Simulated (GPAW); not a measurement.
# MoSe (Fm-3m) in GPAW: single point with PBE

Aim: the single point of MoSe with PBE.

All numbers are computed with GPAW 26.7.0; they aren't measurements. Logs are shortened: lines on timing, memory, paths and dates and some standing lists are left out, and cuts for length are marked. The log counts tension as positive stress, the text compression.

## (1) Starting point

It takes space group Fm-3m (No. 225, cubic). The conventional cell has a = 5.786 Å, b = 5.786 Å, c = 5.786 Å, α = 90.00°, β = 90.00°, γ = 90.00°. Mo (site symmetry m-3m) is surrounded by 6 Se at 2.89 Å. Se (site symmetry m-3m) is surrounded by 6 Mo at 2.89 Å.

The cell was built by a generator and needn't be a form met in nature.

## (2) Single point, PBE

run.py reads:

```python
from ase.dft.bandgap import bandgap
from ase.io import read, write
from ase.units import GPa
from gpaw import GPAW, PW

atoms = read('POSCAR')

calc = GPAW(mode=PW(450),
            xc='PBE',
            kpts={'size': (7, 7, 7), 'gamma': True},
            occupations={'name': 'fermi-dirac', 'width': 0.05},
            nbands=20,
            maxiter=120,
            txt='gpaw.txt')
atoms.calc = calc
energy = atoms.get_potential_energy()
forces = atoms.get_forces()
stress = atoms.get_stress()
calc.write('gs.gpw')
write('result.traj', atoms)
print(f'Energy: {energy:.6f} eV')
print('Forces (eV/A):')
print(forces.round(4))
print('Stress (GPa):', (stress / GPa).round(3))
print('Fermi level:', round(calc.get_fermi_level(), 4), 'eV')
print(f'Gap: {bandgap(calc)[0]:.4f} eV, direct: {bandgap(calc, direct=True)[0]:.4f} eV')
```

POSCAR reads:

```
MoSe
1.0
    0.0000000000      2.8928795100      2.8928795100
    2.8928795100      0.0000000000      2.8928795100
    2.8928795100      2.8928795100      0.0000000000
Mo Se
1 1
Direct
    0.0000000000      0.0000000000      0.0000000000
    0.5000000000      0.5000000000      0.5000000000
```

Potentials or basis: GPAW PAW data sets (gpaw-data 1.2.1), pw.

Run with:

```
$ OMP_NUM_THREADS=1 python run.py
```

gpaw.txt:

```text
__  _  _
 | _ |_)|_||  |
 |__||  | ||/\| - 26.7.0

Input parameters:
  mode=PW(ecut=450.00000000000006),
  kpts=MonkhorstPack(size=(7, 7, 7), gamma=True),
  maxiter=120,
  nbands=20,
  occupations=Occupations(name='fermi-dirac', width=0.05),
  xc=XC(name='PBE')

Diagonalizing LCAO Hamiltonian
Converting LCAO to pw mode

                Se

       Mo

Atoms  # Å, Bohr magnetons
|   | symbol |        x |        y |        z |    initial magnetic moments |
|---|--------|----------|----------|----------|-----------------------------|
| 0 |     Mo | 0.000000 | 0.000000 | 0.000000 | ( 0.0000,  0.0000,  0.0000) |
| 1 |     Se | 2.892880 | 2.892880 | 2.892880 | ( 0.0000,  0.0000,  0.0000) |

Unit cell  # Å
| periodic |        x |        y |        z |  lengths |    angles |
|----------|----------|----------|----------|----------|-----------|
|      yes | 0.000000 | 2.892880 | 2.892880 | 4.091149 | 60.000000 |
|      yes | 2.892880 | 0.000000 | 2.892880 | 4.091149 | 60.000000 |
|      yes | 2.892880 | 2.892880 | 0.000000 | 4.091149 | 60.000000 |

Number of symmetries: 48
Symmetry operations  # r_c * U_cc + t_c -> r_c
|    | kind |            matrix            |
|----|------|------------------------------|
|  0 |  σ   |  1, 0, 0,  1, 0,-1,  1,-1, 0 |
|  1 |  C2  |  1, 0, 0,  1,-1, 0,  1, 0,-1 |
|  2 |  E   |  1, 0, 0,  0, 1, 0,  0, 0, 1 |
|  3 |  σ   |  1, 0, 0,  0, 0, 1,  0, 1, 0 |
|  4 |  C4  |  1, 0,-1,  1, 0, 0,  1,-1, 0 |
|  5 |  S6  |  1, 0,-1,  1,-1, 0,  1, 0, 0 |
|  6 |  σ   |  1, 0,-1,  0, 1,-1,  0, 0,-1 |
|  7 |  C3  |  1, 0,-1,  0, 0,-1,  0, 1,-1 |
|  8 |  S6  |  1,-1, 0,  1, 0, 0,  1, 0,-1 |
|  9 |  C4  |  1,-1, 0,  1, 0,-1,  1, 0, 0 |
| 10 |  C3  |  1,-1, 0,  0,-1, 1,  0,-1, 0 |
| 11 |  σ   |  1,-1, 0,  0,-1, 0,  0,-1, 1 |
| 12 |  σ   |  0, 1, 0,  1, 0, 0,  0, 0, 1 |
| 13 |  C4  |  0, 1, 0,  0, 1,-1, -1, 1, 0 |
| 14 |  C3  |  0, 1, 0,  0, 0, 1,  1, 0, 0 |
| 15 |  S6  |  0, 1, 0, -1, 1, 0,  0, 1,-1 |
| 16 |  C2  |  0, 1,-1,  1, 0,-1,  0, 0,-1 |
| 17 |  σ   |  0, 1,-1,  0, 1, 0, -1, 1, 0 |
| 18 |  S4  |  0, 1,-1,  0, 0,-1,  1, 0,-1 |
| 19 |  C4  |  0, 1,-1, -1, 1, 0,  0, 1, 0 |
| 20 |  C3  |  0, 0, 1,  1, 0, 0,  0, 1, 0 |
| 21 |  σ   |  0, 0, 1,  0, 1, 0,  1, 0, 0 |
| 22 |  S6  |  0, 0, 1,  0,-1, 1, -1, 0, 1 |
| 23 |  C4  |  0, 0, 1, -1, 0, 1,  0,-1, 1 |
| 24 |  S4  |  0, 0,-1,  1, 0,-1,  0, 1,-1 |
| 25 |  C3  |  0, 0,-1,  0, 1,-1,  1, 0,-1 |
| 26 |  C2  |  0, 0,-1,  0,-1, 0, -1, 0, 0 |
| 27 |  S6  |  0, 0,-1, -1, 0, 0,  0,-1, 0 |
| 28 |  S4  |  0,-1, 1,  1,-1, 0,  0,-1, 0 |
| 29 |  C4  |  0,-1, 1,  0, 0, 1, -1, 0, 1 |
| 30 |  C2  |  0,-1, 1,  0,-1, 0,  1,-1, 0 |
| 31 |  σ   |  0,-1, 1, -1, 0, 1,  0, 0, 1 |
| 32 |  C3  |  0,-1, 0,  1,-1, 0,  0,-1, 1 |
| 33 |  S6  |  0,-1, 0,  0, 0,-1, -1, 0, 0 |
| 34 |  S4  |  0,-1, 0,  0,-1, 1,  1,-1, 0 |
| 35 |  C2  |  0,-1, 0, -1, 0, 0,  0, 0,-1 |
| 36 |  C2  | -1, 1, 0,  0, 1, 0,  0, 1,-1 |
| 37 |  S6  | -1, 1, 0,  0, 1,-1,  0, 1, 0 |
| 38 |  S4  | -1, 1, 0, -1, 0, 1, -1, 0, 0 |
| 39 |  C3  | -1, 1, 0, -1, 0, 0, -1, 0, 1 |
| 40 |  S6  | -1, 0, 1,  0, 0, 1,  0,-1, 1 |
| 41 |  C2  | -1, 0, 1,  0,-1, 1,  0, 0, 1 |
| 42 |  C3  | -1, 0, 1, -1, 1, 0, -1, 0, 0 |
| 43 |  S4  | -1, 0, 1, -1, 0, 0, -1, 1, 0 |
| 44 |  C2  | -1, 0, 0,  0, 0,-1,  0,-1, 0 |
| 45 |  i   | -1, 0, 0,  0,-1, 0,  0, 0,-1 |
| 46 |  σ   | -1, 0, 0, -1, 1, 0, -1, 0, 1 |
| 47 |  C2  | -1, 0, 0, -1, 0, 1, -1, 1, 0 |

BZ-sampling:
  Number of BZ points: 343
  Number of IBZ points: 20

  Monkhorst-Pack size: [7, 7, 7]
[... 66 lines left out ...]

  Se:
    name:    Selenium
    Z:       34.0
    valence: 6
    core:    28
    charge:  0.0  # [|e|]
    compensation charges:
      type: gauss
      rc: 0.27  # [Å]
      lmax: 2
    cutoffs:
      filter: 1.77  # [Å]
      core: 2.67  # [Å]
    projectors
    | kind |    occ | energy [eV] | rcut [Å] |
    |------|--------|-------------|----------|
    |   4s |  2.000 |     -17.277 |    0.847 |
    |   4p |  4.000 |      -6.512 |    1.005 |
    |    s |        |       9.935 |    0.847 |
    |    p |        |      20.699 |    1.005 |
    |    d |        |       0.000 |    0.847 |

    Using partial waves for Se as LCAO basis

Reference energy: -176237.604762  # eV

eigensolver:
  PPCG
  Converge bands: occupied
  niter=2

density mixing:
  MSR1-Mixer
  Pratt-step length: 0.05
  Maximum mixing coefficient: 0.75
  Old densities: 10
  SVD Regularization: 0.005
  Good broyden scale: 1.0
  Trust region scale: 1.0
  Backstep threshold: 4.0
  History deletion threshold: 6.0
  Fourier metric: weight=20.0, sigma=0.015

occupation numbers:
  Fermi-Dirac:
    width: 0.0500  # eV

poisson solver:
  ecut: 3600.0000000000005  # eV

xc functional:
  name: PBE with 2 nearest neighbor stencil

convergence criteria:
- Maximum [total energy] change in last 3 cyles: 0.0005 eV / valence electron
- Maximum integral of absolute [dens]ity change: 0.0001 electrons / valence electron
- Maximum integral of absolute [eigenst]ate change: 4e-08 eV^2 / valence electron
maximum number of iterations: 120

SCF iterations
|iter     | |      energy | eigst |  dens |
|---------|-|-------------|-------|-------|
|iter:   1| |  -13.178327 | +0.19 |       |
|iter:   2| |  -12.945451 | -1.97 | -1.10 |
|iter:   3| |  -12.513264 | -1.39 | -1.18 |
|iter:   4| |  -12.507410 | -3.18 | -1.74 |
|iter:   5| |  -12.509883c| -3.17 | -1.98 |
|iter:   6| |  -12.510078c| -4.23 | -2.45 |
|iter:   7| |  -12.510082c| -5.65 | -3.29 |
|iter:   8| |  -12.510082c| -6.99 | -4.05c|
|iter:   9| |  -12.510083c| -7.58c| -4.79c|

Converged in 9 steps
Energy contributions relative to reference atoms: (reference = -176237.604762)

Energy contributions:
  Kinetic:         -26.495311
  Coulomb:          19.698106
  Zero:             -0.449746
  External:          0.000000
  Xc:               -5.238331
  Entropy:          -0.049601
  Spinorbit:         0.000000
  ----------------------------
  Free energy:     -12.534884
  Extrapolated:    -12.510083

dipole moment: (-21.380072, -21.380072, -21.380072)  # |e|*Ang

Fermi level: 7.185
Eigenvalues  # (at kpt = [0.000, 0.000, 0.000])
| band index |      eig [eV] | occ [0-2] |
|------------|---------------|-----------|
|          0 |       -54.134 |     2.000 |
|        ... |               |           |
|          5 |         5.214 |     2.000 |
|          6 |         5.214 |     2.000 |
|          7 |         5.214 |     2.000 |
|          8 |         6.115 |     2.000 |
|          9 |         6.115 |     2.000 |
|         10 |         6.115 |     2.000 |
|         11 |         6.293 |     2.000 |
|         12 |         6.293 |     2.000 |
|         13 |         8.037 |     0.000 |
|         14 |        15.585 |     0.000 |
|         15 |        17.279 |     0.000 |
|         16 |        17.279 |     0.000 |
|         17 |        17.279 |     0.000 |
|         18 |        19.118 |     0.000 |
|         19 |        19.118 |     0.000 |

No gap
No difference between direct/indirect transitions

Forces  # eV/Ang
|        x |       y |        z |
|----------|---------|----------|
| -0.00000 | 0.00000 |  0.00000 |  # Mo   0
|  0.00000 | 0.00000 | -0.00000 |  # Se   1

Stress tensor  # eV/Ang^3
|        x |         y |         z |
|----------|-----------|-----------|
| 0.127348 |  0.000000 |  0.000000 |
| 0.000000 |  0.127348 | -0.000000 |
| 0.000000 | -0.000000 |  0.127348 |

# Writing to gs.gpw (mode='')
```

stdout:

```text
Energy: -12.510083 eV
Forces (eV/A):
[[-0.  0.  0.]
 [ 0.  0. -0.]]
Stress (GPa): [20.403 20.403 20.403 -0.     0.     0.   ]
Fermi level: 7.1848 eV
Gap: 0.0000 eV, direct: 0.0000 eV
```

It took 11 s on 1 thread of Arm Neoverse V1, shared host; peak memory 0.14 GiB.

Results:

```yaml
Free_energy: -12.5349 eV
Pressure: -20.4 GPa
Band_gap_on_the_k_mesh: none (metal or under the smearing width)
```

Caveat: the cutoff is short for stress and forces, so pressures can be off by a GPa or more; so large a pressure means that the cell lies far from this level's equilibrium, or that cutoff or potentials fall short.
